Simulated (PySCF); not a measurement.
**ScCl₂⁺: one geometry, several methods**

Aim: at the PBE0 minimum of singlet ScCl₂⁺, found before, compare methods on energies and levels.

Program: PySCF 2.14.0. Level of theory: several methods, basis Sc def2-TZVP, Cl def2-TZVP, no relativity, density fitting. These are calculated values, not measurements.

## Step 1: The system as given

3 atoms, charge 1, spin multiplicity 1.

Bond lengths: Sc1–Cl2 2.182 Å, Sc1–Cl3 2.182 Å. Angles: Cl2–Sc1–Cl3 115.3°.

```xyz
3
charge 1 multiplicity 1
Sc    0.7051    0.0928    0.0000
Cl   -0.4532   -0.0597    1.8434
Cl   -0.4532   -0.0597   -1.8434
```

## Step 2: PBE0

One driver script runs all steps and calls PySCF; scf.py shows the equivalent input of each level. Each SCF starts from the density of the minimum. The driver also runs the species with one electron less or more at the same geometry (one less: multiplicity 2); their logs are not shown.

scf.py reads:

```python
from pyscf import gto, scf, dft
mol = gto.M(atom='''
Sc     0.705058     0.092813    -0.000000
Cl    -0.453211    -0.059660     1.843382
Cl    -0.453211    -0.059660    -1.843382''',
    basis={'Sc': 'def2-TZVP', 'Cl': 'def2-TZVP'},
    charge=1, spin=0)
mf = dft.RKS(mol, xc='PBE0')
mf.grids.atom_grid = (75, 302)
aux = {'Sc': 'def2-universal-JKFIT', 'Cl': 'def2-universal-JKFIT'}
mf = mf.density_fit(auxbasis=aux)
mf.kernel()
```

## Step 3: HF

scf.py, as its differences from that of step 2:

```diff
@@ -8,2 +8 @@
-mf = dft.RKS(mol, xc='PBE0')
-mf.grids.atom_grid = (75, 302)
+mf = scf.RHF(mol)
```

## Step 4: PBE

scf.py, as its differences from that of step 3:

```diff
@@ -8 +8,2 @@
-mf = scf.RHF(mol)
+mf = dft.RKS(mol, xc='PBE')
+mf.grids.atom_grid = (75, 302)
```

## Step 5: r2SCAN

scf.py, as its differences from that of step 4:

```diff
@@ -8,2 +8,2 @@
-mf = dft.RKS(mol, xc='PBE')
-mf.grids.atom_grid = (75, 302)
+mf = dft.RKS(mol, xc='R2SCAN')
+mf.grids.atom_grid = (90, 434)
```

## Step 6: B3LYP

scf.py, as its differences from that of step 5:

```diff
@@ -8,2 +8,2 @@
-mf = dft.RKS(mol, xc='R2SCAN')
-mf.grids.atom_grid = (90, 434)
+mf = dft.RKS(mol, xc='B3LYP')
+mf.grids.atom_grid = (75, 302)
```

## Step 7: TPSSh

scf.py, as its differences from that of step 6:

```diff
@@ -8,2 +8,2 @@
-mf = dft.RKS(mol, xc='B3LYP')
-mf.grids.atom_grid = (75, 302)
+mf = dft.RKS(mol, xc='TPSSH')
+mf.grids.atom_grid = (90, 434)
```

(Steps that only read results are left out.)

Q: Predict the outcome of this session. Wanted: vertical ionisation energy, range; orbital gap, range.

**Answer**, as computed:

```
                         quantity                          value
vertical ionisation energy, range  16.29 (HF) to 16.75 (PBE0) eV
               orbital gap, range    3.45 (PBE) to 11.52 (HF) eV
```

What this shows: The vertical ionisation energy spreads over 0.46 eV, from HF to PBE0; without a CCSD(T) value for it there is no yardstick here.
